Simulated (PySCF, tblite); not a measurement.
# C₅H₃F₄S radical: geometry, infrared bands and EPR parameters

Wanted: the infrared bands and EPR parameters of C₅H₃F₄S radical (`F[C@@H]1[CH]SC(C(F)(F)F)=C1`), by calculation.

The runs use tblite 0.8.0 and PySCF 2.14.0, with density-fitted response routines of our own; the level of theory stands in each step. All values are computed, except where a source is named. Atoms count from 0, in the outputs and in this text.

## Step 1: Starting geometry

13 atoms, charge 0, multiplicity 2; geometry from: force field or distance geometry start.

Bonds of the start (Å): F0–C1 1.34, C1–C2 1.50, C2–S3 1.72, S3–C4 1.75, C4–C5 1.50, C5–F6 1.36, C5–F7 1.35, C5–F8 1.36, C4–C9 1.35, C9–C1 1.49, C1–H10 1.10, C2–H11 1.09, C9–H12 1.08.

## Step 2: Geometry optimisation with GFN2-xTB

The job: settings as JSON, then the geometry in Å.

```
{"job": {"kind": "relax", "xc": "GFN2-xTB", "basis": "xTB"}, "charge": 0, "multiplicity": 2}
F     -2.200900     0.777100    -1.339700
C     -1.704900     0.056200    -0.322200
C     -1.524400     0.894500     0.902600
S      0.095000     0.997300     1.480300
C      0.650300    -0.033000     0.176800
C      2.102800    -0.372700     0.036000
F      2.575500    -1.040500     1.118900
F      2.356200    -1.162700    -1.034200
F      2.889800     0.727200    -0.112700
C     -0.337700    -0.436700    -0.651000
H     -2.380000    -0.786400    -0.117200
H     -2.351400     1.438900     1.358400
H     -0.174600    -1.058700    -1.513900
```

The run is started by

```
OMP_NUM_THREADS=1 python probes_run.py task.json out
```

One launch serves the whole session: the jobs run in the order shown.

**Question.** This job is followed by: GFN2-xTB harmonic vibrations, gas phase; UKS B3LYP, pcH-1 on C F H S, non-relativistic, mean-field spin-orbit, GIAO. Predict these results of the whole session: strongest single infrared mode (GFN2-xTB); zero-point energy (GFN2-xTB); g(iso) (B3LYP); ⟨S²⟩; largest a(iso) (averaged by class); potential on the surface of density 0.002 e/bohr³, 1st and 99th percentile.

As calculated:

| quantity | value |
| --- | --- |
| strongest single infrared mode (GFN2-xTB) | 1042 cm⁻¹, 314 km/mol |
| zero-point energy (GFN2-xTB) | 43.5 kcal/mol |
| g(iso) (B3LYP) | 2.00323 |
| ⟨S²⟩ | 0.757 (exact 0.75) |
| largest a(iso) (averaged by class) | 19F on F0, 391.0 MHz |
| potential on the surface of density 0.002 e/bohr³, 1st and 99th percentile | -0.95 V and 1.42 V |

In words: Relaxing lowered the energy by 0.124 eV in 34 steps; the close pair that moved most is F0–C1, from 1.342 to 1.412 Å. No mode is imaginary among the 33: a minimum at this level. The strongest single mode, at 1042 cm⁻¹, moves mainly C5. Unscaled tight-binding wavenumbers are off by several per cent, some by more. Its intensities can rank the bands wrongly. Most of the unpaired spin sits on C2 (0.76 e). The isotropic g lies 0.9 ppt above the free-electron value. The conformer search found further structures of the same energy, which may be mirror or relabelled copies of this one.
